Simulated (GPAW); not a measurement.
# MgTiNbO4 (Cm) in GPAW: settings compared

One crystal, MgTiNbO4, is run at these levels: LDA, PBE; tasks: single point.

Program: GPAW 26.7.0. These are calculated values, not measurements. Logs are shortened: lines on timing, memory, paths and dates and some standing lists are left out, and cuts for length are marked. The log counts tension as positive stress, the text compression.

### 1 Starting point

The structure is monoclinic, space group Cm (No. 8). Conventional cell: a = 9.421 Å, b = 4.206 Å, c = 4.204 Å, α = 90.00°, β = 116.36°, γ = 90.00°. Nb (site symmetry m) is surrounded by 6 O at 2.10 to 2.18 Å. Ti (site symmetry m) is surrounded by 6 O at 2.10 to 2.12 Å. Around Mg (site symmetry m) lie 6 O at 2.04 to 2.10 Å. Around O (site symmetry m) lie 1 Mg at 2.04 Å and 2 Ti at 2.10 Å and 1 Nb at 2.18 Å. Around O (site symmetry m) lie 2 Mg at 2.10 Å and 2 Nb at 2.10 Å and 1 Ti at 2.12 Å. O (site symmetry m) has 1 Mg at 2.04 Å and 2 Ti at 2.10 to 2.11 Å and 1 Nb at 2.18 Å as nearest neighbours. O (site symmetry m) is surrounded by 2 Nb at 2.10 Å and 2 Mg at 2.10 Å and 1 Ti at 2.11 Å.

The cell comes from a database or a generator and needn't be the stable form of this composition.

### 2 Single point, LDA

File run.py:

```python
from ase import Atoms
from ase.dft.bandgap import bandgap
from ase.io import write
from ase.units import GPa
from gpaw import GPAW, PW

atoms = Atoms(['Nb', 'Ti', 'Mg', 'O', 'O', 'O', 'O'],
              cell=[[4.7102639963, -2.1029487473, 0.0],
                    [4.7102639963, 2.1029487473, 0.0],
                    [-1.866800788, 0.0, 3.7667838392]],
              scaled_positions=[[0.008491, 0.008491, 0.009284],
                                [0.758561, 0.758561, 0.257102],
                                [0.508531, 0.508531, 0.509415],
                                [0.266407, 0.266407, 0.265555],
                                [0.507974, 0.507974, 0.008632],
                                [0.7505665, 0.7505665, 0.749703],
                                [0.008995, 0.008995, 0.509834]],
              pbc=True)

calc = GPAW(mode=PW(600),
            xc='LDA',
            kpts={'size': (5, 5, 5), 'gamma': True},
            occupations={'name': 'fermi-dirac', 'width': 0.05},
            nbands=51,
            maxiter=120,
            txt='gpaw.txt')
atoms.calc = calc
energy = atoms.get_potential_energy()
forces = atoms.get_forces()
stress = atoms.get_stress()
calc.write('gs.gpw')
write('result.traj', atoms)
print(f'Energy: {energy:.6f} eV')
print('Forces (eV/A):')
print(forces.round(4))
print('Stress (GPa):', (stress / GPa).round(3))
print('Fermi level:', round(calc.get_fermi_level(), 4), 'eV')
print(f'Gap: {bandgap(calc)[0]:.4f} eV, direct: {bandgap(calc, direct=True)[0]:.4f} eV')
```

Potentials or basis: the program's PAW data sets (release 1.2.1) made for this functional, pw.

On the command line:

```bash
$ OMP_NUM_THREADS=1 python run.py
```

gpaw.txt:

```text
__  _  _
 | _ |_)|_||  |
 |__||  | ||/\| - 26.7.0

Input parameters:
  mode=PW(ecut=600.0),
  kpts=MonkhorstPack(size=(5, 5, 5), gamma=True),
  maxiter=120,
  nbands=51,
  occupations=Occupations(name='fermi-dirac', width=0.05),
  xc=XC(name='LDA')

Diagonalizing LCAO Hamiltonian
Converting LCAO to pw mode

                       O
       O          Mg

              O          Ti
         Nb          O

Atoms  # Å, Bohr magnetons
|   | symbol |         x |         y |        z |    initial magnetic moments |
|---|--------|-----------|-----------|----------|-----------------------------|
| 0 |     Nb |  0.062658 |  0.000000 | 0.034971 | ( 0.0000,  0.0000,  0.0000) |
| 1 |     Ti |  6.666087 |  0.000000 | 0.968448 | ( 0.0000,  0.0000,  0.0000) |
| 2 |     Mg |  3.839654 | -0.000000 | 1.918856 | ( 0.0000,  0.0000,  0.0000) |
| 3 |      O |  2.013956 | -0.000000 | 1.000288 | ( 0.0000,  0.0000,  0.0000) |
| 4 |      O |  4.769269 | -0.000000 | 0.032515 | ( 0.0000,  0.0000,  0.0000) |
| 5 |      O |  5.671187 | -0.000000 | 2.823969 | ( 0.0000,  0.0000,  0.0000) |
| 6 |      O | -0.867021 | -0.000000 | 1.920434 | ( 0.0000,  0.0000,  0.0000) |

Unit cell  # Å
| periodic |         x |         y |        z |  lengths |     angles |
|----------|-----------|-----------|----------|----------|------------|
|      yes |  4.710264 | -2.102949 | 0.000000 | 5.158389 | 113.921040 |
|      yes |  4.710264 |  2.102949 | 0.000000 | 5.158389 | 113.921040 |
|      yes | -1.866801 |  0.000000 | 3.766784 | 4.203999 |  48.117789 |

Number of symmetries: 2
Symmetry operations  # r_c * U_cc + t_c -> r_c
|   | kind |            matrix            |
|---|------|------------------------------|
| 0 |  E   |  1, 0, 0,  0, 1, 0,  0, 0, 1 |
| 1 |  σ   |  0, 1, 0,  1, 0, 0,  0, 0, 1 |

BZ-sampling:
  Number of BZ points: 125
  Number of IBZ points: 39

  Monkhorst-Pack size: [5, 5, 5]
  Monkhorst-Pack shift: [0, 0, 0]

K-points  # in reciprocal-cell coordinates
|     |                                coordinates |     weight |
|-----|--------------------------------------------|------------|
|   0 | (  0.00000000,   0.00000000,   0.00000000) | 0.00800000 |
|   1 | (  0.00000000,   0.00000000,   0.20000000) | 0.01600000 |
|   2 | (  0.00000000,   0.00000000,   0.40000000) | 0.01600000 |
|   3 | (  0.20000000,  -0.20000000,   0.00000000) | 0.01600000 |
|   4 | (  0.20000000,  -0.20000000,   0.20000000) | 0.03200000 |
|   5 | (  0.20000000,  -0.20000000,   0.40000000) | 0.03200000 |
|   6 | (  0.20000000,   0.00000000,  -0.40000000) | 0.03200000 |
|   7 | (  0.20000000,   0.00000000,  -0.20000000) | 0.03200000 |
|   8 | (  0.20000000,   0.00000000,   0.00000000) | 0.03200000 |
|   9 | (  0.20000000,   0.00000000,   0.20000000) | 0.03200000 |
| ... |                                            |            |
|  38 | (  0.40000000,   0.40000000,   0.40000000) | 0.01600000 |

Plane wave coefficients: 2505
Cutoff: 600.0 eV

Spin-components: 1 (collinear spins)
Bands:           51
Projectors:      37
Spin-degeneracy: 2
Datatype:        complex128

Parallelization:
  kpt:    1
  domain: 1
  band:   1

Density:
  Valence electrons: 59.0
  Components: 1
  Grid points: [30 30 24]
  Charge: 0.0  # |e|

Potential:
  Grid points: [30 30 24]

species:
  Nb:
    name:    Niobium
    Z:       41.0
    valence: 13
    core:    28
    charge:  0.0  # [|e|]
    compensation charges:
      type: gauss
      rc: 0.40  # [Å]
      lmax: 2
    cutoffs:
      filter: 2.35  # [Å]
      core: 1.51  # [Å]
    projectors
    | kind |    occ | energy [eV] | rcut [Å] |
    |------|--------|-------------|----------|
    |   4s |  2.000 |     -58.430 |    1.323 |
    |   5s |  1.000 |      -4.193 |    1.323 |
    |   4p |  6.000 |     -34.616 |    1.323 |
    |   5p |  0.000 |      -1.221 |    1.323 |
    |   4d |  4.000 |      -3.208 |    1.244 |
    |    d |        |      24.003 |    1.244 |

    Using partial waves for Nb as LCAO basis

  Ti:
    name:    Titanium
    Z:       22.0
    valence: 12
    core:    10
    charge:  0.0  # [|e|]
    compensation charges:
      type: gauss
      rc: 0.38  # [Å]
      lmax: 2
    cutoffs:
      filter: 2.23  # [Å]
      core: 1.02  # [Å]
    projectors
    | kind |    occ | energy [eV] | rcut [Å] |
    |------|--------|-------------|----------|
    |   3s |  2.000 |     -62.257 |    1.270 |
    |   4s |  2.000 |      -4.593 |    1.270 |
    |   3p |  6.000 |     -38.791 |    1.058 |
    |   4p |  0.000 |      -1.536 |    1.058 |
    |   3d |  2.000 |      -4.463 |    1.058 |
    |    d |        |      22.748 |    1.058 |

    Using partial waves for Ti as LCAO basis

  Mg:
    name:    Magnesium
    Z:       12.0
    valence: 10
    core:    2
    charge:  0.0  # [|e|]
    compensation charges:
      type: gauss
      rc: 0.33  # [Å]
      lmax: 2
    cutoffs:
      filter: 1.86  # [Å]
      core: 0.54  # [Å]
    projectors
    | kind |    occ | energy [eV] | rcut [Å] |
    |------|--------|-------------|----------|
    |   2s |  2.000 |     -79.291 |    1.090 |
    |   3s |  2.000 |      -4.782 |    1.090 |
    |   2p |  6.000 |     -46.725 |    1.085 |
    |   3p |  0.000 |      -1.374 |    1.085 |
    |    d |        |       0.000 |    1.037 |

    Using partial waves for Mg as LCAO basis

  O:
    name:    Oxygen
    Z:       8.0
    valence: 6
    core:    2
    charge:  0.0  # [|e|]
    compensation charges:
      type: gauss
      rc: 0.21  # [Å]
      lmax: 2
    cutoffs:
      filter: 1.17  # [Å]
      core: 0.83  # [Å]
    projectors
    | kind |    occ | energy [eV] | rcut [Å] |
    |------|--------|-------------|----------|
    |   2s |  2.000 |     -23.752 |    0.688 |
    |   2p |  4.000 |      -9.195 |    0.598 |
    |    s |        |       3.459 |    0.688 |
    |    p |        |      18.016 |    0.598 |
    |    d |        |       0.000 |    0.619 |

    Using partial waves for O as LCAO basis

Reference energy: -140508.341408  # eV

eigensolver:
  PPCG
  Converge bands: occupied
  niter=2

density mixing:
  MSR1-Mixer
  Pratt-step length: 0.05
  Maximum mixing coefficient: 0.75
  Old densities: 10
  SVD Regularization: 0.005
  Good broyden scale: 1.0
  Trust region scale: 1.0
  Backstep threshold: 4.0
  History deletion threshold: 6.0
  Fourier metric: weight=20.0, sigma=0.015

occupation numbers:
  Fermi-Dirac:
    width: 0.0500  # eV

poisson solver:
  ecut: 4800.0  # eV

xc functional:
  name: None

convergence criteria:
- Maximum [total energy] change in last 3 cyles: 0.0005 eV / valence electron
- Maximum integral of absolute [dens]ity change: 0.0001 electrons / valence electron
- Maximum integral of absolute [eigenst]ate change: 4e-08 eV^2 / valence electron
maximum number of iterations: 120

SCF iterations
|iter     | |      energy | eigst |  dens |
|---------|-|-------------|-------|-------|
|iter:   1| |  -70.390414 | +0.23 |       |
|iter:   2| |  -67.972792 | -1.61 | -0.91 |
|iter:   3| |  -64.031103 | -0.76 | -0.99 |
|iter:   4| |  -62.888445 | -2.03 | -1.21 |
|iter:   5| |  -62.826243 | -2.98 | -1.59 |
|iter:   6| |  -62.798482 | -2.84 | -1.76 |
|iter:   7| |  -62.796489 | -4.04 | -2.54 |
|iter:   8| |  -62.796504c| -4.94 | -3.07 |
|iter:   9| |  -62.796472c| -5.93 | -3.67 |
|iter:  10| |  -62.796474c| -6.82 | -3.99 |
|iter:  11| |  -62.796475c| -7.84c| -4.41c|

Converged in 11 steps
Energy contributions relative to reference atoms: (reference = -140508.341408)

Energy contributions:
  Kinetic:          29.613678
  Coulomb:         -38.300847
  Zero:              0.194771
  External:          0.000000
  Xc:              -54.298516
  Entropy:          -0.011123
  Spinorbit:         0.000000
  ----------------------------
  Free energy:     -62.802036
  Extrapolated:    -62.796475

dipole moment: (-39.913549, -0.000000, -24.963714)  # |e|*Ang

Fermi level: 8.913
Eigenvalues  # (at kpt = [0.000, 0.000, 0.000])
| band index |      eig [eV] | occ [0-2] |
|------------|---------------|-----------|
|          0 |       -66.320 |     2.000 |
|        ... |               |           |
|         23 |         3.853 |     2.000 |
|         24 |         3.853 |     2.000 |
|         25 |         5.116 |     2.000 |
|         26 |         5.719 |     2.000 |
|         27 |         5.721 |     2.000 |
|         28 |         7.186 |     2.000 |
[... 8 lines left out ...]
|         37 |        11.511 |     0.000 |
|         38 |        12.601 |     0.000 |
|        ... |               |           |
|         50 |        25.168 |     0.000 |

No gap
No difference between direct/indirect transitions

Forces  # eV/Ang
|        x |        y |        z |
|----------|----------|----------|
|  0.01017 |  0.00000 | -0.02300 |  # Nb   0
| -0.02034 |  0.00000 |  0.02351 |  # Ti   1
|  0.00123 |  0.00000 | -0.01306 |  # Mg   2
| -0.38966 |  0.00000 | -0.17939 |  # O    3
|  0.28002 |  0.00000 |  0.12789 |  # O    4
|  0.37751 |  0.00000 |  0.21224 |  # O    5
| -0.25916 | -0.00000 | -0.14884 |  # O    6

Stress tensor  # eV/Ang^3
|         x |        y |         z |
|-----------|----------|-----------|
|  0.128457 | 0.000000 | -0.001629 |
|  0.000000 | 0.134174 |  0.000000 |
| -0.001629 | 0.000000 |  0.132785 |

# Writing to gs.gpw (mode='')
```

It took 2.7 min on 1 thread of Arm Neoverse V1, shared host; peak memory 0.29 GiB.

Results:

```yaml
Free_energy: -62.8020 eV
Pressure: -21.1 GPa
Largest_force: 0.433 eV/Å
Band_gap_on_the_k_mesh: none (metal or under the smearing width)
```

Forces in eV/Å, atoms in the order of the input:
```
Nb   0.010  0.000 -0.023
Ti  -0.020  0.000  0.024
Mg   0.001  0.000 -0.013
O   -0.390  0.000 -0.179
O    0.280  0.000  0.128
O    0.378  0.000  0.212
O   -0.259  0.000 -0.149
```

Stress tensor (GPa, compression positive):
```
-20.58   0.00   0.26
  0.00 -21.50   0.00
  0.26   0.00 -21.27
```

Caveat: the cutoff is short for stress and forces, so pressures can be off by a GPa or more; so large a pressure means that the cell lies far from this level's equilibrium, or that cutoff or potentials fall short; an odd number of electrons without spin polarisation forces a metal; a magnetic or distorted state may lie lower; semilocal functionals often make such compounds metallic where correlation or magnetic order opens a gap, which also shifts bond lengths.

### 3 Single point, PBE

run.py, as its differences from that of step 2:

```diff
@@ -20,3 +20,3 @@
 calc = GPAW(mode=PW(600),
-            xc='LDA',
+            xc='PBE',
             kpts={'size': (5, 5, 5), 'gamma': True},
```

Potentials or basis: GPAW PAW data sets (gpaw-data 1.2.1), pw.

On the command line:

```bash
$ OMP_NUM_THREADS=1 python run.py
```

gpaw.txt:

```text
__  _  _
 | _ |_)|_||  |
 |__||  | ||/\| - 26.7.0

Input parameters:
  mode=PW(ecut=600.0),
  kpts=MonkhorstPack(size=(5, 5, 5), gamma=True),
  maxiter=120,
  nbands=51,
  occupations=Occupations(name='fermi-dirac', width=0.05),
  xc=XC(name='PBE')

Diagonalizing LCAO Hamiltonian
Converting LCAO to pw mode

                       O
       O          Mg

              O          Ti
         Nb          O

Atoms  # Å, Bohr magnetons
|   | symbol |         x |         y |        z |    initial magnetic moments |
|---|--------|-----------|-----------|----------|-----------------------------|
| 0 |     Nb |  0.062658 |  0.000000 | 0.034971 | ( 0.0000,  0.0000,  0.0000) |
| 1 |     Ti |  6.666087 |  0.000000 | 0.968448 | ( 0.0000,  0.0000,  0.0000) |
| 2 |     Mg |  3.839654 | -0.000000 | 1.918856 | ( 0.0000,  0.0000,  0.0000) |
| 3 |      O |  2.013956 | -0.000000 | 1.000288 | ( 0.0000,  0.0000,  0.0000) |
| 4 |      O |  4.769269 | -0.000000 | 0.032515 | ( 0.0000,  0.0000,  0.0000) |
| 5 |      O |  5.671187 | -0.000000 | 2.823969 | ( 0.0000,  0.0000,  0.0000) |
| 6 |      O | -0.867021 | -0.000000 | 1.920434 | ( 0.0000,  0.0000,  0.0000) |

Unit cell  # Å
| periodic |         x |         y |        z |  lengths |     angles |
|----------|-----------|-----------|----------|----------|------------|
|      yes |  4.710264 | -2.102949 | 0.000000 | 5.158389 | 113.921040 |
|      yes |  4.710264 |  2.102949 | 0.000000 | 5.158389 | 113.921040 |
|      yes | -1.866801 |  0.000000 | 3.766784 | 4.203999 |  48.117789 |

Number of symmetries: 2
Symmetry operations  # r_c * U_cc + t_c -> r_c
|   | kind |            matrix            |
|---|------|------------------------------|
[... 186 lines left out ...]
|iter:   1| |  -64.229970 | +0.25 |       |
|iter:   2| |  -61.734099 | -1.45 | -0.90 |
|iter:   3| |  -57.764679 | -0.72 | -0.98 |
|iter:   4| |  -56.526103 | -1.96 | -1.19 |
|iter:   5| |  -56.498101 | -2.90 | -1.57 |
|iter:   6| |  -56.510698c| -2.54 | -1.74 |
|iter:   7| |  -56.509508c| -3.92 | -2.48 |
|iter:   8| |  -56.509682c| -4.73 | -3.01 |
|iter:   9| |  -56.509619c| -5.50 | -3.48 |
|iter:  10| |  -56.509620c| -6.86 | -3.84 |
|iter:  11| |  -56.509622c| -7.43c| -4.27c|

Converged in 11 steps
Energy contributions relative to reference atoms: (reference = -140743.216164)

Energy contributions:
  Kinetic:          40.304531
  Coulomb:         -47.619442
  Zero:              0.365631
  External:          0.000000
  Xc:              -49.554749
  Entropy:          -0.011186
  Spinorbit:         0.000000
  ----------------------------
  Free energy:     -56.515215
  Extrapolated:    -56.509622

dipole moment: (-39.879418, -0.000000, -24.948913)  # |e|*Ang

Fermi level: 9.291
Eigenvalues  # (at kpt = [0.000, 0.000, 0.000])
| band index |      eig [eV] | occ [0-2] |
|------------|---------------|-----------|
|          0 |       -66.818 |     2.000 |
|        ... |               |           |
|         23 |         4.233 |     2.000 |
|         24 |         4.233 |     2.000 |
|         25 |         5.482 |     2.000 |
|         26 |         6.079 |     2.000 |
|         27 |         6.081 |     2.000 |
|         28 |         7.610 |     2.000 |
[... 8 lines left out ...]
|         37 |        11.939 |     0.000 |
|         38 |        12.973 |     0.000 |
|        ... |               |           |
|         50 |        25.188 |     0.000 |

No gap
No difference between direct/indirect transitions

Forces  # eV/Ang
|        x |        y |        z |
|----------|----------|----------|
|  0.00954 |  0.00000 | -0.02159 |  # Nb   0
| -0.02066 | -0.00000 |  0.02313 |  # Ti   1
|  0.00090 |  0.00000 | -0.01319 |  # Mg   2
| -0.23554 | -0.00000 | -0.10203 |  # O    3
|  0.03802 |  0.00000 |  0.00676 |  # O    4
|  0.22470 |  0.00000 |  0.13196 |  # O    5
| -0.01714 |  0.00000 | -0.02736 |  # O    6

Stress tensor  # eV/Ang^3
|         x |        y |         z |
|-----------|----------|-----------|
|  0.047355 | 0.000000 | -0.001062 |
|  0.000000 | 0.052152 |  0.000000 |
| -0.001062 | 0.000000 |  0.050770 |

# Writing to gs.gpw (mode='')
```

It took 2.5 min on 1 thread of Arm Neoverse V1, shared host; peak memory 0.29 GiB.

What came out:

| Property | Result |
| --- | --- |
| Free energy | -56.5152 eV |
| Pressure | -8.0 GPa |
| Largest force | 0.261 eV/Å |
| Band gap on the k mesh | none (metal or under the smearing width) |

Forces in eV/Å, atoms in the order of the input:
```
Nb   0.010  0.000 -0.022
Ti  -0.021  0.000  0.023
Mg   0.001  0.000 -0.013
O   -0.236  0.000 -0.102
O    0.038  0.000  0.007
O    0.225  0.000  0.132
O   -0.017  0.000 -0.027
```

Stress tensor (GPa, compression positive):
```
-7.59  0.00  0.17
 0.00 -8.36  0.00
 0.17  0.00 -8.13
```

Levels at points of the mesh, in eV from the Fermi level:
| k point | band 26 | band 27 | band 28 | band 29 | band 30 | band 31 | band 32 | band 33 |
| --- | --- | --- | --- | --- | --- | --- | --- | --- |
| (0.00, 0.00, 0.00) | -3.81 | -3.21 | -3.21 | -1.68 | -0.38 | -0.38 | 0.75 | 1.36 |

Caveat: the cutoff is short for stress and forces, so pressures can be off by a GPa or more; an odd number of electrons without spin polarisation forces a metal; a magnetic or distorted state may lie lower; semilocal functionals often make such compounds metallic where correlation or magnetic order opens a gap, which also shifts bond lengths.
